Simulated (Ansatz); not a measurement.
# CH7B2FSi: the cost of one run

All numbers below are computed with Ansatz 0.2.0 (RKS r2SCAN/def2-SVP).

### Step 1. Starting point

Bond lengths: B1–Si2 1.896 Å, Si2–C3 1.872 Å, C3–B4 1.656 Å, C3–F5 1.354 Å, B1–H6 1.215 Å, B1–H7 1.181 Å, Si2–H8 1.443 Å, Si2–H9 1.495 Å, C3–H10 1.141 Å, B4–H11 1.194 Å, B4–H12 1.131 Å. Angles (14 of 18 angles, heavy atoms first): B1–Si2–C3 110.3°, Si2–C3–B4 109.3°, Si2–C3–F5 111.2°, B4–C3–F5 110.9°, B1–Si2–H8 111.1°, B1–Si2–H9 106.3°, C3–Si2–H8 108.3°, C3–Si2–H9 110.7°, Si2–B1–H6 121.7°, Si2–B1–H7 121.2°, Si2–C3–H10 107.4°, B4–C3–H10 106.2°, F5–C3–H10 111.7°, C3–B4–H11 113.3°.

Structure file:

```xyz
12

B    -1.5172   -0.0231    1.7575
Si   -0.2019   -0.6801    0.5599
C     0.2753    0.6459   -0.6730
B     1.5202    0.0952   -1.6161
F    -0.7833    1.0090   -1.4354
H    -1.3366    0.9811    2.4166
H    -2.6021   -0.4881    1.7907
H    -0.6908   -1.8239   -0.1714
H     0.9732   -1.0683    1.3986
H     0.6914    1.5284   -0.0817
H     1.2241   -0.8459   -2.2881
H     2.5247    0.6147   -1.6235
```

### Step 2. End point A

input.yaml reads:

```yaml
crystal:
  periodic: [false, false, false]
  atoms:
    - { symbol: B, position_ang: [-1.5172, -0.0231, 1.7575] }
    - { symbol: Si, position_ang: [-0.2019, -0.6801, 0.5599] }
    - { symbol: C, position_ang: [0.2753, 0.6459, -0.673] }
    - { symbol: B, position_ang: [1.5202, 0.0952, -1.6161] }
    - { symbol: F, position_ang: [-0.7833, 1.009, -1.4354] }
    - { symbol: H, position_ang: [-1.3366, 0.9811, 2.4166] }
    - { symbol: H, position_ang: [-2.6021, -0.4881, 1.7907] }
    - { symbol: H, position_ang: [-0.6908, -1.8239, -0.1714] }
    - { symbol: H, position_ang: [0.9732, -1.0683, 1.3986] }
    - { symbol: H, position_ang: [0.6914, 1.5284, -0.0817] }
    - { symbol: H, position_ang: [1.2241, -0.8459, -2.2881] }
    - { symbol: H, position_ang: [2.5247, 0.6147, -1.6235] }
basis:
  gaussian: { orbitals: def2-SVP }
hamiltonian:
  xc: r2scan
relax:
  f_tol: 0.015
  max_steps: 40
```

Launch:

```sh
> ansatz run input.yaml --threads 2 --pin off --max-ram 3072MiB --backend cpu --events-out ev --progress --plain --runs-dir out
```

What time and memory should one allow on 2 threads of Intel Xeon Platinum 8375C at 2.90GHz (Ice Lake), shared host?

About 1.8 min, with a peak of 0.2 GiB.
